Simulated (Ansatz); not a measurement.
**CH3BFGa: up Jacob's ladder to CCSD(T)**

The task here is to estimate one member of a computed series from the others.

Method: functionals in def2-TZVPP, the program's frozen cores in correlated methods; program: Ansatz 0.2.0, Gaussian basis.

Plan: LDA (SPW92), PBE-D4, revPBE-D4, BLYP-D4, r2SCAN-D4, B97M-V, PBE0-D4, B3LYP-D4, r2SCANh-D4, r2SCAN0-D4, HSE06-D4, BHLYP-D4, CAM-B3LYP-D4, LC-ωPBE, ωB97X-V, ωB97M-V, B2PLYP, PBE-QIDH; CCSD(T)/def2-SVP; CCSD(T)/def2-TZVPP; MP2/def2-QZVPP; extrapolation to the limit; RPA on PBE.

### Structure used throughout

All runs share one geometry, relaxed beforehand with PBE0-D4 in a triple-zeta def2 set.

7 atoms, charge 0, spin multiplicity 1.

Atoms are counted from 1 here; the program's logs count them from 0.

Bond lengths: F1–B3 1.343 Å, Ga2–C4 2.083 Å, B3–C4 1.511 Å, B3–H5 1.204 Å, C4–H6 1.098 Å, C4–H7 1.095 Å. Angles: F1–B3–C4 120.2°, F1–B3–H5 115.6°, C4–B3–H5 124.0°, Ga2–C4–B3 112.2°, Ga2–C4–H6 98.9°, Ga2–C4–H7 101.7°, B3–C4–H6 115.5°, B3–C4–H7 115.2°, H6–C4–H7 111.2°.

The first run:

Input file in.yaml:

```yaml
crystal:
  periodic: [false, false, false]
  atoms:
    - {symbol: F, position_ang: [-1.344497, -0.791630, -1.179325]}
    - {symbol: Ga, position_ang: [0.554873, -0.915696, 1.958329]}
    - {symbol: B, position_ang: [-0.137837, -0.276567, -0.890101]}
    - {symbol: C, position_ang: [0.094028, 0.421899, 0.429941]}
    - {symbol: H, position_ang: [0.727325, -0.494727, -1.697902]}
    - {symbol: H, position_ang: [-0.790205, 0.893997, 0.877480]}
    - {symbol: H, position_ang: [0.957515, 1.094723, 0.455877]}
basis:
  gaussian: {orbitals: def2-TZVPP}
hamiltonian: {xc: lda}
output: {orbitals: {seedname: orbitals}}
```

Among the steps run: LDA; PBE-D4 (GGA); revPBE-D4 (GGA); BLYP-D4 (GGA); r2SCAN-D4 (meta-GGA); B97M-V (meta-GGA); PBE0-D4 (hybrid); B3LYP-D4 (hybrid); r2SCANh-D4 (hybrid); r2SCAN0-D4 (hybrid); HSE06-D4 (hybrid); BHLYP-D4 (hybrid); CAM-B3LYP-D4 (range-separated); LC-ωPBE (range-separated); ωB97X-V (range-separated); ωB97M-V (range-separated); B2PLYP (double hybrid); PBE-QIDH (double hybrid).

One table of the session follows, with a row left open; its other results are not shown here.

It belongs to the step «Frontier levels by functional». 

```
  functional  HOMO (eV)  LUMO (eV)  gap (eV)
 LDA (SPW92)      -5.51      -2.80      2.70
      PBE-D4      -5.31      -2.57      2.75
   revPBE-D4      -5.25      -2.47      2.78
     BLYP-D4      -5.18      -2.51      2.68
   r2SCAN-D4      -5.52      -2.40      3.12
      B97M-V      -5.45      -2.47      2.98
     PBE0-D4      -6.23      -1.80      4.43
    B3LYP-D4      -6.08      -2.05      4.03
  r2SCANh-D4      -5.87      -2.12      3.75
  r2SCAN0-D4      -6.38      -1.72      4.66
    HSE06-D4      -5.84      -2.17      3.67
    BHLYP-D4      -7.03      -1.05      5.98
CAM-B3LYP-D4      -7.43      -0.88      6.55
     LC-ωPBE      -8.62       0.24      8.85
     ωB97X-V      -8.31       0.12      8.42
     ωB97M-V          ?          ?         ?
```

**Question.** Estimate the row for ωB97M-V.

As computed: HOMO (eV): -8.23; LUMO (eV): -0.06; gap (eV): 8.17. In the column «HOMO (eV)» it lies between ωB97X-V (-8.31) and CAM-B3LYP-D4 (-7.43).
